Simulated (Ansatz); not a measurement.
# CH6AlFO3: the cost of one run

Program: Ansatz 0.2.0. Level of theory: UKS BHLYP-D4/STO-3G. These are calculated values, not measurements.

**1. The system as given**

Bond lengths: Al1–O2 2.180 Å, O2–C3 1.402 Å, Al1–O4 1.636 Å, Al1–O5 1.639 Å, Al1–F7 2.111 Å, C3–H8 1.097 Å, C3–H9 1.093 Å, C3–H10 1.092 Å, O4–H11 0.945 Å, O5–H12 0.946 Å. Angles (14 of 15 angles, heavy atoms first): Al1–O2–C3 130.3°, O2–Al1–O4 109.6°, O2–Al1–O5 111.3°, O2–Al1–F7 69.0°, O4–Al1–O5 131.5°, O4–Al1–F7 108.2°, O5–Al1–F7 109.9°, O2–C3–H8 108.1°, O2–C3–H9 112.5°, O2–C3–H10 109.6°, Al1–O4–H11 151.6°, Al1–O5–H12 146.0°, H8–C3–H9 109.1°, H8–C3–H10 108.9°.

As a file:

```xyz
12

Al   -0.1897    0.9719   -0.8419
O     0.7571   -0.6459    0.2704
C     0.1873   -1.6920    1.0092
O    -1.8111    0.7546   -0.8514
O     0.8284    1.5999   -1.9623
H     0.6654    0.4589    0.8934
F     0.3794    1.6127    1.0876
H     0.8995   -1.9847    1.7906
H    -0.7588   -1.4068    1.4767
H     0.0086   -2.5479    0.3548
H    -2.6870    1.0386   -1.0642
H     1.7208    1.8406   -2.1630
```

**2. Run 1**

150 steps of 0.5 fs at constant energy, with velocities drawn for 1000 K.

Contents of input.yaml:

```yaml
crystal:
  periodic: [false, false, false]
  atoms:
    - { symbol: Al, position_ang: [-0.1897, 0.9719, -0.8419] }
    - { symbol: O, position_ang: [0.7571, -0.6459, 0.2704] }
    - { symbol: C, position_ang: [0.1873, -1.692, 1.0092] }
    - { symbol: O, position_ang: [-1.8111, 0.7546, -0.8514] }
    - { symbol: O, position_ang: [0.8284, 1.5999, -1.9623] }
    - { symbol: H, position_ang: [0.6654, 0.4589, 0.8934] }
    - { symbol: F, position_ang: [0.3794, 1.6127, 1.0876] }
    - { symbol: H, position_ang: [0.8995, -1.9847, 1.7906] }
    - { symbol: H, position_ang: [-0.7588, -1.4068, 1.4767] }
    - { symbol: H, position_ang: [0.0086, -2.5479, 0.3548] }
    - { symbol: H, position_ang: [-2.687, 1.0386, -1.0642] }
    - { symbol: H, position_ang: [1.7208, 1.8406, -2.163] }
magnetization:
  spin_polarized: true
basis:
  gaussian: { orbitals: STO-3G }
hamiltonian:
  xc: { name: BHLYP }
  dispersion: d4
md:
  timestep: 0.5
  n_steps: 150
  ensemble: nve
  temperature: 1000.0
  initial_velocities: maxwell_boltzmann
  seed: 400283
```

Command:

```bash
$ ansatz run input.yaml --threads 1 --pin off --max-ram 2048MiB --backend cpu --events-out ev --progress --plain --runs-dir out
```

**Question.** How long does this run take on 1 thread of Arm Neoverse V2, shared host, and how much memory does it need?

About 9.2 min, with a peak of 0.15 GiB.
